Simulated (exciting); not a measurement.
Write the native input for exciting (release sodium) that does the following.

```yaml
Task: single point
Functional: PBE
Potentials_or_basis: all-electron LAPW+lo, shipped species files, valence relativity iora*
rgkmax: 7.8
k_mesh: 8 × 8 × 6
Occupations: fermi-dirac, width 0.05 eV
Spin: no spin polarisation
gmaxvr_cutoff_of_density_and_potential: 14 1/bohr
lmaxapw_and_lmaxmat: 10
lmaxvr: 8
nempty: 10
Valence_relativity: iora*
epsengy: 1e-05 Ha
epspot: 1e-05 Ha
maxscl: 60
Muffin-tin_radii: Bi 2.17, P 1.89 bohr
```

Crystal: BiP.

```
Bi P
1.0
     3.84300    0.00000    0.00000
    -1.92150    3.32814    0.00000
     0.00000    0.00000    4.45186
Bi P
1 1
Direct
  0.00000 0.00000 0.50000
  0.00000 0.00000 0.00000
```

The cell was built by a generator and needn't be a form met in nature.

These files were run (other wordings do the same):

input.xml

```xml
<input>
  <title>BiP</title>
  <structure speciespath="./" tshift="false">
    <crystal scale="1">
      <basevect>7.262224564513 0.000000000000 0.000000000000</basevect>
      <basevect>-3.631112282256 6.289270950124 0.000000000000</basevect>
      <basevect>0.000000000000 0.000000000000 8.412799603375</basevect>
    </crystal>
    <species speciesfile="Bi.xml" rmt="2.17">
      <atom coord="0.000000000000 0.000000000000 0.500000000000"/>
    </species>
    <species speciesfile="P.xml" rmt="1.89">
      <atom coord="0.000000000000 0.000000000000 0.000000000000"/>
    </species>
  </structure>
  <groundstate do="fromscratch" ngridk="8 8 6" rgkmax="7.8" gmaxvr="14" lmaxapw="10" lmaxmat="10" lmaxvr="8" xctype="GGA_PBE" stype="Fermi Dirac" swidth="0.00183747" nempty="10" ValenceRelativity="iora*" epsengy="1e-05" epspot="1e-05" maxscl="60" tforce="true" outputlevel="normal"/>
</input>
```

Potentials or basis: all-electron LAPW+lo, shipped species files, valence relativity iora*.

Command:

```console
$ OMP_NUM_THREADS=1 exciting_smp
```

It gave:

* Band gap on the k mesh: none (metal or under the smearing width)
* All electrons inside the program's atomic spheres: Bi 79.47; P 12.51 (radii Bi 2.17, P 1.89 bohr)

Caveat: the log's total energy holds no entropy term; the free energy is that total less TS from the occupations; spin-orbit coupling is left out, which moves the levels of the heavy elements.

Run time: 3.4 min on 1 thread of Arm Neoverse V1 (shared host), peak memory 0.15 GiB.
